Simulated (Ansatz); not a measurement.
**CH₂O₂Si: vertical ionisation energy**

The task here is to estimate one member of a computed series from the others.

The runs use Ansatz 0.2.0, Gaussian basis; unrestricted cation, the program's frozen cores in correlated methods.

Plan: UKS PBE-D4/def2-TZVPP; UKS r2SCAN-D4/def2-TZVPP; UKS PBE0-D4/def2-TZVPP; UKS B3LYP-D4/def2-TZVPP; UKS wB97X-V/def2-TZVPP; UKS wB97M-V/def2-TZVPP; UKS B2PLYP/def2-TZVPP; UHF-CCSD(T)/def2-TZVPP; UHF-MP2/def2-QZVPP; extrapolation to the limit; then −ε(HOMO) from the neutral's earlier runs with LDA (SPW92), PBE-D4, revPBE-D4, BLYP-D4, r2SCAN-D4, B97M-V, PBE0-D4, B3LYP-D4, r2SCANh-D4, r2SCAN0-D4, HSE06-D4, BHLYP-D4, CAM-B3LYP-D4, LC-ωPBE, ωB97X-V, ωB97M-V.

**The relaxed structure**

The geometry comes from an earlier relaxation with PBE0-D4 in a triple-zeta def2 set; it is a stationary point.

SMILES `O=C1O[SiH2]1`, 6 atoms, charge 0, spin multiplicity 1.

Atoms are counted from 1 here; the program's logs count them from 0.

Bond lengths: O1–C2 1.180 Å, C2–O3 1.369 Å, C2–Si4 1.819 Å, O3–Si4 1.720 Å, Si4–H5 1.478 Å, Si4–H6 1.478 Å. Angles: O1–C2–O3 131.0°, O1–C2–Si4 165.6°, O3–C2–Si4 63.5°, C2–O3–Si4 71.1°, C2–Si4–O3 45.4°, C2–Si4–H5 123.4°, C2–Si4–H6 123.4°, O3–Si4–H5 115.4°, O3–Si4–H6 115.4°, H5–Si4–H6 112.8°.

The first run:

Contents of in.yaml:

```yaml
crystal:
  periodic: [false, false, false]
  atoms:
    - {symbol: O, position_ang: [1.262371, -1.666579, 0.916653]}
    - {symbol: C, position_ang: [0.559832, -0.862170, 0.414520]}
    - {symbol: O, position_ang: [-0.629737, -0.998145, -0.249641]}
    - {symbol: Si, position_ang: [-0.201567, 0.667204, -0.211303]}
    - {symbol: H, position_ang: [0.133837, 1.265883, -1.520621]}
    - {symbol: H, position_ang: [-1.082637, 1.529708, 0.604192]}
basis:
  gaussian: {orbitals: def2-TZVPP}
total_charge: 1
magnetization: {spin_polarized: true, initial_magnetization: 1}
hamiltonian: {xc: pbe, dispersion: d4}
```

Command:

```sh
$ ansatz run in.yaml --threads 2 --pin off --events-out ev --progress --plain --max-ram 4352MiB
```

Steps of the session up to this table: Cation, UKS PBE-D4/def2-TZVPP; Cation, UKS r2SCAN-D4/def2-TZVPP; Cation, UKS PBE0-D4/def2-TZVPP; Cation, UKS B3LYP-D4/def2-TZVPP; Cation, UKS wB97X-V/def2-TZVPP; Cation, UKS wB97M-V/def2-TZVPP; Cation, UKS B2PLYP (frozen core)/def2-TZVPP; Cation, UHF-CCSD(T)/def2-TZVPP; Cation, UHF-MP2/def2-QZVPP.

One table of the session follows, with a row left open; its other results are not shown here.

Orbital estimates, from the neutral's runs:

```
  functional  −ε(HOMO) (eV)
 LDA (SPW92)              ?
      PBE-D4           6.18
   revPBE-D4           6.11
     BLYP-D4           6.07
   r2SCAN-D4           6.41
      B97M-V           6.50
     PBE0-D4           7.49
    B3LYP-D4           7.29
  r2SCANh-D4           6.91
  r2SCAN0-D4           7.67
    HSE06-D4           7.09
    BHLYP-D4           8.77
CAM-B3LYP-D4           8.86
     LC-ωPBE          10.11
     ωB97X-V           9.79
     ωB97M-V           9.71
```

Q: Estimate the row for LDA (SPW92) from the others.

**Answer.** −ε(HOMO) (eV): 6.37. In the column «−ε(HOMO) (eV)» it lies between PBE-D4 (6.18) and r2SCAN-D4 (6.41).
